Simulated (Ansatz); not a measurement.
# C2H9Al2N: a ladder of functionals and wavefunction methods

The task here is to estimate one member of a computed series from the others.

Computed with Ansatz 0.2.0, Gaussian basis. Level: functionals in def2-TZVPP, the program's frozen cores in correlated methods.

The runs, in order: LDA (SPW92), PBE-D4, revPBE-D4, BLYP-D4, r2SCAN-D4, B97M-V, PBE0-D4, B3LYP-D4, r2SCANh-D4, r2SCAN0-D4, HSE06-D4, BHLYP-D4, CAM-B3LYP-D4, LC-ωPBE, ωB97X-V, ωB97M-V, B2PLYP, PBE-QIDH; CCSD(T)/def2-SVP; CCSD(T)/def2-TZVPP; MP2/def2-QZVPP; extrapolation to the limit; RPA on PBE.

## The geometry

The geometry comes from an earlier relaxation with PBE0-D4 in a triple-zeta def2 set; it is a stationary point, not always the lowest conformer.

14 atoms, charge 0, spin multiplicity 1.

Atoms are counted from 1 here; the program's logs count them from 0.

Bond lengths: C1–C2 1.509 Å, C1–H6 1.098 Å, C1–H7 1.099 Å, C1–H8 1.092 Å, C2–N3 1.505 Å, C2–Al4 2.032 Å, C2–Al5 1.900 Å, N3–Al4 1.964 Å, N3–H9 1.011 Å, N3–H10 1.013 Å, Al4–H11 1.587 Å, Al4–H12 1.584 Å, Al5–H13 1.591 Å, Al5–H14 1.587 Å. Angles: C2–C1–H6 111.6°, C2–C1–H7 113.4°, C2–C1–H8 110.2°, H6–C1–H7 107.4°, H6–C1–H8 107.1°, H7–C1–H8 106.8°, C1–C2–N3 111.5°, C1–C2–Al4 114.6°, C1–C2–Al5 124.7°, N3–C2–Al4 65.5°, N3–C2–Al5 121.8°, Al4–C2–Al5 100.5°, C2–N3–Al4 70.3°, C2–N3–H9 114.7°, C2–N3–H10 112.8°, Al4–N3–H9 122.5°, Al4–N3–H10 120.7°, H9–N3–H10 109.6° and more.

Geometry (Å):

```xyz
14
C2H9Al2N
C    -1.1640    1.0851    0.4506
C     0.0204    0.3211   -0.0873
N     0.9872   -0.0396    1.0086
Al    0.0459   -1.6521    0.3991
Al    0.5086    0.2321   -1.9210
H    -0.8852    2.1039    0.7509
H    -1.6362    0.6039    1.3188
H    -1.9346    1.1756   -0.3177
H     1.9587    0.1378    0.7906
H     0.7539    0.3909    1.8950
H     1.0367   -2.6053   -0.3944
H    -1.0567   -2.1116    1.4391
H     1.9931   -0.1746   -2.3225
H    -0.6404    0.5037   -2.9810
```

The first run:

File in.yaml:

```yaml
crystal:
  periodic: [false, false, false]
  atoms:
    - {symbol: C, position_ang: [-1.163978, 1.085055, 0.450588]}
    - {symbol: C, position_ang: [0.020396, 0.321135, -0.087278]}
    - {symbol: N, position_ang: [0.987151, -0.039626, 1.008637]}
    - {symbol: Al, position_ang: [0.045909, -1.652072, 0.399114]}
    - {symbol: Al, position_ang: [0.508601, 0.232103, -1.921002]}
    - {symbol: H, position_ang: [-0.885249, 2.103886, 0.750864]}
    - {symbol: H, position_ang: [-1.636159, 0.603889, 1.318781]}
    - {symbol: H, position_ang: [-1.934639, 1.175642, -0.317656]}
    - {symbol: H, position_ang: [1.958673, 0.137776, 0.790608]}
    - {symbol: H, position_ang: [0.753898, 0.390857, 1.895045]}
    - {symbol: H, position_ang: [1.036665, -2.605337, -0.394443]}
    - {symbol: H, position_ang: [-1.056664, -2.111602, 1.439103]}
    - {symbol: H, position_ang: [1.993090, -0.174624, -2.322545]}
    - {symbol: H, position_ang: [-0.640396, 0.503717, -2.981016]}
basis:
  gaussian: {orbitals: def2-TZVPP}
hamiltonian: {xc: lda}
output: {orbitals: {seedname: orbitals}}
```

Among the steps run: LDA; PBE-D4 (GGA); revPBE-D4 (GGA); BLYP-D4 (GGA); r2SCAN-D4 (meta-GGA); B97M-V (meta-GGA); PBE0-D4 (hybrid); B3LYP-D4 (hybrid); r2SCANh-D4 (hybrid); r2SCAN0-D4 (hybrid); HSE06-D4 (hybrid); BHLYP-D4 (hybrid); CAM-B3LYP-D4 (range-separated); LC-ωPBE (range-separated); ωB97X-V (range-separated); ωB97M-V (range-separated); B2PLYP (double hybrid); PBE-QIDH (double hybrid).

One of the session's tables, all rows but one given; the rest of the session is left out.

It belongs to the step «Frontier levels by functional». 

| functional | HOMO (eV) | gap (eV) |
| --- | --- | --- |
| LDA (SPW92) | -5.22 | 3.40 |
| PBE-D4 | -5.09 | 3.48 |
| revPBE-D4 | -5.03 | 3.51 |
| BLYP-D4 | -4.93 | 3.46 |
| r2SCAN-D4 | -5.24 | 3.92 |
| B97M-V | -5.35 | 3.84 |
| PBE0-D4 | -6.09 | 5.23 |
| B3LYP-D4 | ? | ? |
| r2SCANh-D4 | -5.62 | 4.55 |
| r2SCAN0-D4 | -6.20 | 5.50 |
| HSE06-D4 | -5.70 | 4.47 |
| BHLYP-D4 | -7.00 | 6.91 |
| CAM-B3LYP-D4 | -7.33 | 7.39 |
| LC-ωPBE | -8.61 | 9.70 |
| ωB97X-V | -8.30 | 9.28 |
| ωB97M-V | -8.18 | 8.88 |

Q: Estimate the row for B3LYP-D4 from the others.

Worked estimate for «HOMO (eV)». Against the share of exact exchange, BLYP-D4 (0, -4.93), BHLYP-D4 (0.5, -7.00) give a slope of -4.14 per unit share; at 0.2 the line stands at -5.76.

**Answer.** HOMO (eV): -5.90; gap (eV): 4.85. In «HOMO (eV)» the line misses by +0.14.
